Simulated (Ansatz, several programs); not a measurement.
GaN built on the 4H polytype prototype, relaxed with r2SCAN in Ansatz (plane waves, PAW): space group P6_3mc (No. 186), hexagonal; conventional cell a = 3.182 Å, c = 10.377 Å, 11.37 Å³ an atom. Ga has 4 N at 1.95 Å; N has 4 Ga at 1.95 Å. The cell was then scaled with its shape and fractional coordinates held, which makes it stiffer than a relaxed compression. The calculation is spin-unpolarised, and the structure need not be a phase that has been made.

```
V (Å³/atom)  E (meV/atom)
     10.690         27.98
     11.031          6.60
     11.372          0.00
     12.054         22.71
```

**Question.** Pass a cubic E = c₀ + c₁u + c₂u² + c₃u³, with u = V − 11.287 Å³, through these points.

**Answer.** c₀ = 0.38, c₁ = -9.199, c₂ = 56.750, c₃ = -8.8584 (meV and Å³).

**Question.** Where is the minimum, and what bulk modulus follows?

**Answer.** dE/du = 0 at u = +0.083, so V₀ = 11.37 Å³. B = V₀ d²E/dV² = 11.37 × (2c₂ + 6c₃u) = 11.37 × 109.107 = 1241 meV/Å³, and 1 meV/Å³ is 0.16022 GPa: 199 GPa. A third-order Birch-Murnaghan fit to all five points gives 11.37 Å³ and 197 GPa.

**Question.** Predict the energy and the pressure at the withheld volume, 11.713 Å³.

**Answer.** With u = +0.426: E ≈ 6.08 meV and P = −dE/dV ≈ -5.50 GPa. The run gives 5.99 meV and, from its stress, -5.47 GPa.
